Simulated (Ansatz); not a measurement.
**CH7AlN2Sn: one species, many methods**

An exercise on one series of results from a longer session: the logs are not shown, and one member is left open.

Program: Ansatz 0.2.0, Gaussian basis. Level of theory: functionals in def2-TZVPP, the program's frozen cores in correlated methods. These are calculated values, not measurements.

Levels to be run: PBE-D4, r2SCAN-D4, PBE0-D4, B3LYP-D4, ωB97X-V, ωB97M-V, B2PLYP; CCSD(T)/def2-TZVPP; MP2/def2-QZVPP; extrapolation to the limit.

### Structure used throughout

The geometry comes from an earlier relaxation with PBE0-D4 in a triple-zeta def2 set; it is a stationary point, not always the lowest conformer. Sn takes the def2 core potential; no spin-orbit term is included.

12 atoms, charge 0, spin multiplicity 1.

Atoms are counted from 1 here; the program's logs count them from 0.

Bond lengths: N1–C2 1.581 Å, N1–Al5 1.985 Å, N1–H6 1.015 Å, N1–H7 1.014 Å, C2–N3 1.413 Å, C2–Al5 1.964 Å, C2–H8 1.090 Å, N3–Sn4 2.095 Å, N3–H9 1.015 Å, Sn4–Al5 2.629 Å, Sn4–H10 1.717 Å, Sn4–H11 1.727 Å, Al5–H12 1.582 Å. Angles: C2–N1–Al5 65.7°, C2–N1–H6 113.2°, C2–N1–H7 113.0°, Al5–N1–H6 116.5°, Al5–N1–H7 129.6°, H6–N1–H7 109.8°, N1–C2–N3 111.1°, N1–C2–Al5 67.1°, N1–C2–H8 108.6°, N3–C2–Al5 106.4°, N3–C2–H8 115.7°, Al5–C2–H8 135.2°, C2–N3–Sn4 108.4°, C2–N3–H9 115.4°, Sn4–N3–H9 123.5°, N3–Sn4–Al5 69.4°, N3–Sn4–H10 107.2°, N3–Sn4–H11 108.5° and more.

The first run:

Contents of in.yaml:

```yaml
crystal:
  periodic: [false, false, false]
  atoms:
    - {symbol: N, position_ang: [-1.425362, 0.426491, 0.239277]}
    - {symbol: C, position_ang: [-0.133536, 0.110224, 1.094850]}
    - {symbol: N, position_ang: [0.553074, -1.013932, 0.584235]}
    - {symbol: Sn, position_ang: [1.431463, -0.479033, -1.240487]}
    - {symbol: Al, position_ang: [0.142132, 1.562184, -0.199190]}
    - {symbol: H, position_ang: [-2.164926, 0.863326, 0.779782]}
    - {symbol: H, position_ang: [-1.788701, -0.387438, -0.244334]}
    - {symbol: H, position_ang: [-0.417343, 0.054100, 2.145727]}
    - {symbol: H, position_ang: [0.105157, -1.909648, 0.749934]}
    - {symbol: H, position_ang: [3.097393, -0.884197, -1.140586]}
    - {symbol: H, position_ang: [0.808416, -1.516073, -2.473217]}
    - {symbol: H, position_ang: [-0.130766, 3.118996, -0.262088]}
basis:
  gaussian: {orbitals: def2-TZVPP}
hamiltonian: {xc: pbe, dispersion: d4}
output: {forces: true, orbitals: {seedname: orbitals}}
```

Command:

```bash
$ ansatz run in.yaml --threads 2 --pin off --events-out ev --progress --plain --max-ram 22528MiB --backend cuda --devices 0, --max-vram 18GiB
```

Among the steps run: PBE-D4 (GGA); r2SCAN-D4 (meta-GGA); PBE0-D4 (hybrid); B3LYP-D4 (hybrid); ωB97X-V (range-separated); ωB97M-V (range-separated); B2PLYP (double hybrid); CCSD(T) in def2-TZVPP; MP2 in def2-QZVPP.

One table of the session follows, with a row left open; its other results are not shown here.

```
            method  atomisation energy (kJ/mol)
            PBE-D4                       3784.6
         r2SCAN-D4                       3698.8
           PBE0-D4                       3701.6
          B3LYP-D4                       3703.5
           ωB97X-V                       3741.3
           ωB97M-V                       3719.4
            B2PLYP                       3643.7
     HF/def2-TZVPP                       2428.8
    MP2/def2-TZVPP                       3615.2
   CCSD/def2-TZVPP                       3519.1
CCSD(T)/def2-TZVPP                       3592.1
           MP2/CBS                       3744.0
       CCSD(T)/CBS                            ?
```

**Question.** Estimate the row for CCSD(T)/CBS.

As computed: atomisation energy (kJ/mol): 3721.0. In the column «atomisation energy (kJ/mol)» it lies between ωB97M-V (3719.4) and ωB97X-V (3741.3).

To keep in mind: Free atoms (2 N, 1 C, 1 Sn, 1 Al, 7 H) were run apart at each level; the atomisation energy is their sum less the molecule, without zero-point or spin-orbit terms.
